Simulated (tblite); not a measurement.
# C5H10BFSi: the cost of one run

Computed with tblite 0.8.0 and PySCF 2.14.0, with density-fitted response routines of our own, on a single molecule in the gas phase. Atoms are numbered from 0 throughout.

## (1) Starting geometry

18 atoms, charge 0, multiplicity 1; geometry from: force field or distance geometry start.

Bonds of the start (Å): C0–C1 1.49, C1–C2 1.30, C2–C3 1.31, C3–C4 1.50, C4–Si5 1.88, Si5–B6 1.95, B6–F7 1.45, C0–H8 1.11, C0–H9 1.10, C0–H10 1.12, C1–H11 1.09, C3–H12 1.09, C4–H13 1.10, C4–H14 1.11, Si5–H15 1.48, Si5–H16 1.46, B6–H17 1.18.

## (2) Geometry optimisation with GFN2-xTB

The job: settings as JSON, then the geometry in Å.

```
{"job": {"kind": "relax", "xc": "GFN2-xTB", "basis": "xTB"}, "charge": 0, "multiplicity": 1}
C      2.350600     1.381700    -0.281200
C      1.894400     1.168800     1.118000
C      0.806300     0.510100     1.381900
C     -0.308600    -0.131500     1.608400
C     -0.596200    -1.442200     0.944800
Si    -2.086300    -1.260800    -0.187100
B     -1.675400    -0.015500    -1.624700
F     -1.305900     1.349800    -1.311300
H      2.502300     0.405100    -0.785800
H      3.293400     1.948100    -0.283500
H      1.572500     1.966700    -0.834400
H      2.490600     1.538800     1.950600
H     -1.042100     0.286900     2.305000
H     -0.808000    -2.212500     1.702300
H      0.266800    -1.773000     0.329500
H     -3.229000    -0.759500     0.603400
H     -2.414200    -2.567700    -0.757000
H     -1.720000    -0.387100    -2.743800
```

Launch:

```console
> OMP_NUM_THREADS=1 python probes_run.py task.json out
```

This one command runs all jobs of the session in turn.

**Question.** How long does this first job take on 1 thread of Arm Neoverse V2, shared host, and how much memory does it need?

About 1 s, with a peak of 0.18 GiB.
